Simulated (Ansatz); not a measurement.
# Ge: the cost of one run

Computed with Ansatz 0.2.0 (DFT LDA, scalar-relativistic, plane waves, PAW, unless a step's input says otherwise).

3 further runs of the same task are left out: 3 set aside as unsound or not needed.

### Step 1. The structure to begin with

Symmetry: P4_32_12, No. 96, tetragonal system. The conventional cell has a = 5.874 Å, b = 5.874 Å, c = 6.915 Å, α = 90.00°, β = 90.00°, γ = 90.00°. Ge (site symmetry 2) is surrounded by 4 Ge at 2.46 to 2.47 Å. Ge (site symmetry 1) has 4 Ge at 2.46 to 2.49 Å in its first shell of neighbours.

Coordinates:

```xyz
12
Lattice="5.8745 0.0000 0.0000 0.0000 5.8745 0.0000 0.0000 0.0000 6.9150" Properties=species:S:1:pos:R:3 pbc="T T T"
Ge    0.5193    0.5193    0.0000
Ge    2.4179    3.4566    5.1863
Ge    5.3551    5.3551    3.4575
Ge    3.4566    2.4179    1.7288
Ge    1.0085    2.1736    1.7680
Ge    0.7636    3.9457    0.0392
Ge    4.8660    3.7008    5.2255
Ge    5.1109    1.9288    3.4968
Ge    3.9457    0.7636   -0.0392
Ge    3.7008    4.8660    1.6895
Ge    1.9288    5.1109    3.4183
Ge    2.1736    1.0085    5.1470
```

This cell was relaxed beforehand with the same method: volume 19.89 Å³/atom, gap on the mesh 0.49 eV.

### Step 2. A stricter relaxation

The response runs start from a cell at rest, found with their own mesh and filling of the bands.

The input, input.yaml:

```yaml
crystal:
  lattice:
    - [5.8744547497, 0.0, 0.0]
    - [0.0, 5.8744547497, 0.0]
    - [0.0, 0.0, 6.9150354017]
  atoms:
    - { symbol: Ge, position: [0.0884036691, 0.0884036691, 0.0] }
    - { symbol: Ge, position: [0.4115963309, 0.5884036691, 0.75] }
    - { symbol: Ge, position: [0.9115963309, 0.9115963309, 0.5] }
    - { symbol: Ge, position: [0.5884036691, 0.4115963309, 0.25] }
    - { symbol: Ge, position: [0.1716702908, 0.3700153095, 0.2556759264] }
    - { symbol: Ge, position: [0.1299846905, 0.6716702908, 0.0056759264] }
    - { symbol: Ge, position: [0.8283297092, 0.6299846905, 0.7556759264] }
    - { symbol: Ge, position: [0.8700153095, 0.3283297092, 0.5056759264] }
    - { symbol: Ge, position: [0.6716702908, 0.1299846905, -0.0056759264] }
    - { symbol: Ge, position: [0.6299846905, 0.8283297092, 0.2443240736] }
    - { symbol: Ge, position: [0.3283297092, 0.8700153095, 0.4943240736] }
    - { symbol: Ge, position: [0.3700153095, 0.1716702908, 0.7443240736] }
basis:
  ecutwfc: 420
kpoints:
  mp_grid: { grid: [6, 6, 6] }
hamiltonian:
  xc: lda
scf:
  occupations: { method: fixed }
output:
  forces: true
  stress: true
  eigenvalues: true
  write_density: true
  write_potential: true
  elf: true
  volumetric_format: npy
relax:
  adjacent_minimum: "off"
  f_tol: 0.001
  max_steps: 60
  cell: { stress_tol: 0.01 }
```

Started as:

```
$ ansatz run input.yaml --threads 4 --pin off --max-ram 12288MiB --backend cpu --events-out ev --progress --plain --runs-dir out
```

What time and memory should one allow on 4 threads of Oxide Virtual Turin-like (Zen 5), shared host?

About 71 s, with a peak of 1.2 GiB.
